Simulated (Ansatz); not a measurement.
# CoNiC4N4: the cost of one run

Program: Ansatz 0.2.0. Level of theory: DFT PBE, scalar-relativistic, plane waves, PAW. These are calculated values, not measurements.

### Step 1. Starting point

The structure is cubic, space group P-43m (No. 215). The conventional cell has a = 5.883 Å, b = 5.883 Å, c = 5.883 Å, α = 90.00°, β = 90.00°, γ = 90.00°. Co (site symmetry -43m) is surrounded by 4 C at 1.92 Å. Ni (site symmetry -43m) has 4 N at 2.01 Å in its first shell of neighbours. C (site symmetry 3m) has 1 N at 1.17 Å and 1 Co at 1.92 Å in its first shell of neighbours. Around N (site symmetry 3m) lie 1 C at 1.17 Å and 1 Ni at 2.01 Å.

Structure file:

```
Co Ni C N
1.0
     5.88262    0.00000    0.00000
     0.00000    5.88262    0.00000
     0.00000    0.00000    5.88262
Co Ni C N
1 1 4 4
Direct
  0.00000 0.00000 0.00000
  0.50000 0.50000 0.50000
  0.18814 0.18814 0.18814
  0.18814 0.81186 0.81186
  0.81186 0.18814 0.81186
  0.81186 0.81186 0.18814
  0.30297 0.30297 0.30297
  0.30297 0.69703 0.69703
  0.69703 0.30297 0.69703
  0.69703 0.69703 0.30297
```

Recipe of the guess: two interpenetrating cyanide-bridged diamond nets (P-43m, No. 215). Its size is a rough estimate.

### Step 2. A first look at the guess

Contents of input.yaml:

```yaml
crystal:
  lattice:
    - [5.88262189, 0.0, 0.0]
    - [0.0, 5.88262189, 0.0]
    - [0.0, 0.0, 5.88262189]
  atoms:
    - { symbol: Co, position: [0.0, 0.0, 0.0], spin: 3.0 }
    - { symbol: Ni, position: [0.5, 0.5, 0.5], spin: 2.0 }
    - { symbol: C, position: [0.18814408, 0.18814408, 0.18814408] }
    - { symbol: C, position: [0.18814408, 0.81185592, 0.81185592] }
    - { symbol: C, position: [0.81185592, 0.18814408, 0.81185592] }
    - { symbol: C, position: [0.81185592, 0.81185592, 0.18814408] }
    - { symbol: "N", position: [0.3029738, 0.3029738, 0.3029738] }
    - { symbol: "N", position: [0.3029738, 0.6970262, 0.6970262] }
    - { symbol: "N", position: [0.6970262, 0.3029738, 0.6970262] }
    - { symbol: "N", position: [0.6970262, 0.6970262, 0.3029738] }
basis:
  ecutwfc: 420
kpoints:
  mp_grid: { grid: [4, 4, 4] }
hamiltonian:
  xc: pbe
scf:
  occupations: { method: gaussian, width: 0.1 }
  lower_state_search: "off"
output:
  forces: true
  stress: true
  eigenvalues: true
  populations: true
magnetization:
  spin_polarized: true
```

Run with:

```bash
$ ansatz run input.yaml --threads 1 --pin off --max-ram 2560MiB --backend cpu --events-out ev --progress --plain --runs-dir out
```

**Question.** How long does this run take on 1 thread of Intel Xeon 6975P-C (Granite Rapids), shared host, and how much memory does it need?

About 17 s, with a peak of 0.54 GiB.
